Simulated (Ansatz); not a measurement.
# CH7B2GaO: how energies converge with the basis set

How large a basis does CH7B2GaO need? Two functionals are run in growing sets.

Computed with Ansatz 0.2.0, Gaussian basis. Level: one geometry, several basis sets.

Plan: PBE0-D4/def2-SVP; ωB97M-V/def2-SVP; PBE0-D4/def2-QZVPP; ωB97M-V/def2-QZVPP; the functionals' def2-TZVPP values are taken from earlier runs.

### 1 The geometry

The geometry comes from an earlier relaxation with PBE0-D4 in a triple-zeta def2 set; it is a stationary point, not always the lowest conformer.

12 atoms, charge 0, spin multiplicity 1.

Atoms are counted from 1 here; the program's logs count them from 0.

Bond lengths: B1–B2 1.550 Å, B1–Ga3 2.125 Å, B1–H6 1.195 Å, B1–H7 1.221 Å, B2–O4 1.295 Å, Ga3–H8 1.583 Å, Ga3–H9 1.576 Å, O4–C5 1.429 Å, C5–H10 1.089 Å, C5–H11 1.090 Å, C5–H12 1.089 Å. Angles: B2–B1–Ga3 88.8°, B2–B1–H6 123.4°, B2–B1–H7 112.8°, Ga3–B1–H6 111.8°, Ga3–B1–H7 85.5°, H6–B1–H7 120.6°, B1–B2–O4 173.5°, B1–Ga3–H8 123.2°, B1–Ga3–H9 118.2°, H8–Ga3–H9 117.6°, B2–O4–C5 125.4°, O4–C5–H10 107.9°, O4–C5–H11 110.8°, O4–C5–H12 107.9°, H10–C5–H11 110.2°, H10–C5–H12 109.8°, H11–C5–H12 110.2°.

As a file:

```xyz
12
charge 0, multiplicity 1
B    -0.9341    0.9794    0.8999
B     0.0153    0.3117   -0.1275
Ga   -0.3966   -0.5202    2.3057
O     0.8530   -0.3323   -0.8756
C     0.9554   -0.2151   -2.2965
H    -0.7633    2.0787    1.3358
H    -2.0420    0.4671    0.9227
H    -0.3285   -2.0605    1.9468
H    -0.3298   -0.1228    3.8292
H     1.9718    0.0952   -2.5346
H     0.2399    0.5142   -2.6776
H     0.7591   -1.1954   -2.7283
```

### 2 PBE0-D4 in def2-SVP

The input, in.yaml:

```yaml
crystal:
  periodic: [false, false, false]
  atoms:
    - {symbol: B, position_ang: [-0.934143, 0.979376, 0.899934]}
    - {symbol: B, position_ang: [0.015251, 0.311679, -0.127508]}
    - {symbol: Ga, position_ang: [-0.396597, -0.520152, 2.305688]}
    - {symbol: O, position_ang: [0.852981, -0.332303, -0.875609]}
    - {symbol: C, position_ang: [0.955401, -0.215134, -2.296452]}
    - {symbol: H, position_ang: [-0.763295, 2.078724, 1.335819]}
    - {symbol: H, position_ang: [-2.042041, 0.467085, 0.922701]}
    - {symbol: H, position_ang: [-0.328512, -2.060477, 1.946834]}
    - {symbol: H, position_ang: [-0.329797, -0.122751, 3.829178]}
    - {symbol: H, position_ang: [1.971756, 0.095171, -2.534621]}
    - {symbol: H, position_ang: [0.239926, 0.514193, -2.677648]}
    - {symbol: H, position_ang: [0.759080, -1.195431, -2.728315]}
basis:
  gaussian: {orbitals: def2-SVP}
hamiltonian: {xc: pbe0, dispersion: d4}
output: {orbitals: {seedname: orbitals}}
```

Started as:

```bash
ansatz run in.yaml --threads 4 --pin off --events-out ev --progress --plain --max-ram 10444MiB
```

Further steps of the session: ωB97M-V in def2-SVP; PBE0-D4 in def2-QZVPP; ωB97M-V in def2-QZVPP.

**Question.** What will the summary of the whole plan be? Wanted: PBE0-D4: double and triple zeta above quadruple; ωB97M-V: double and triple zeta above quadruple.

**Answer**, as computed:

```
                                       quantity           value
PBE0-D4: double and triple zeta above quadruple  13.31, 1.45 eV
ωB97M-V: double and triple zeta above quadruple  13.49, 1.41 eV
```

In words: For PBE0-D4 the step from double to triple zeta gains 11.86 eV and the next only 1.45 eV. Total energies overstate the basis error of differences, where much of it tends to cancel.
